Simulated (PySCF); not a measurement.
# FGeH3 (Germyl Fluoride): the cost of one run

Computed with PySCF 2.14.0 and routines of our own; the level stands in each step. Atoms count from 0.

## (1) The system as given

5 atoms, charge 0, multiplicity 1; geometry from: GFN2-xTB.

## (2) Geometry optimisation at PBE0-D3(BJ)/def2-SVP

Job settings and geometry (Å):

```
{"job": {"xc": "PBE0", "basis": "def2-SVP", "d3": "d3bj", "grid": 1, "maxiter": 30, "shake": 0.01, "kind": "geom"}, "charge": 0, "multiplicity": 1}
F      1.593750    -0.145090     0.248070
Ge    -0.140830     0.006520    -0.027330
H     -0.745140    -0.444230     1.261000
H     -0.295570     1.462660    -0.331260
H     -0.378640    -0.913840    -1.188370
```

Run with:

```bash
> OMP_NUM_THREADS=1 python heavy_run.py task.json out
```

The driver reads the jobs from task.json and runs them one after another.

Q: Estimate the wall time and peak memory of this first job on 1 thread of Arm Neoverse V1, shared host.

About 4.3 s, with a peak of 0.28 GiB.
